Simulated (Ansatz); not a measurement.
# Te2Os: the cost of one run

Computed with Ansatz 0.2.0 (DFT PBE, scalar-relativistic, plane waves, PAW, unless a step's input says otherwise).

**1. The structure to begin with**

Symmetry: P-6m2, No. 187, hexagonal system. Conventional cell: a = 3.158 Å, b = 3.158 Å, c = 18.000 Å, α = 90.00°, β = 90.00°, γ = 120.00°. Around Te (site symmetry 3m) lie 3 Os at 2.55 Å. Os (site symmetry -6m2) has 6 Te at 2.55 Å in its first shell of neighbours.

Structure file:

```xyz
3
Lattice="3.1582 0.0000 0.0000 -1.5791 2.7351 0.0000 0.0000 0.0000 18.0000" Properties=species:S:1:pos:R:3 pbc="T T F"
Te    0.0000    0.0000    7.2137
Te    0.0000    0.0000   10.7863
Os    1.5791    0.9117    9.0000
```

A structure generator made this guess: species swapped into a sheet modelled on a layer of Te2W, with Os on the W sites. Lengths come from tabulated atomic sizes and are only a guess.

Only a and b are periodic; c spans vacuum, so the box's volume, pressure and space group aren't properties of the sheet.

**2. The guess as it stands, on a coarse mesh**

input.yaml

```yaml
crystal:
  lattice:
    - [3.15820542, 0.0, 0.0]
    - [-1.57910224, 2.73508604, 0.0]
    - [0.0, 0.0, 18.0]
  atoms:
    - { symbol: Te, position: [0.0, 0.0, 0.40075901] }
    - { symbol: Te, position: [0.0, 0.0, 0.59924099] }
    - { symbol: Os, position: [0.66666667, 0.33333333, 0.5] }
  periodic: [true, true, false]
basis:
  ecutwfc: 420
kpoints:
  mp_grid: { grid: [6, 6, 1] }
hamiltonian:
  xc: pbe
scf:
  occupations: { method: gaussian, width: 0.1 }
  lower_state_search: "off"
output:
  forces: true
  stress: true
  eigenvalues: true
```

Launch:

```bash
$ ansatz run input.yaml --threads 1 --pin off --max-ram 2560MiB --backend cpu --events-out ev --progress --plain --runs-dir out
```

**Question.** How long does this run take on 1 thread of Intel Xeon at 2.50GHz (Skylake/Cascade Lake), shared host, and how much memory does it need?

About 11 s, with a peak of 0.45 GiB.
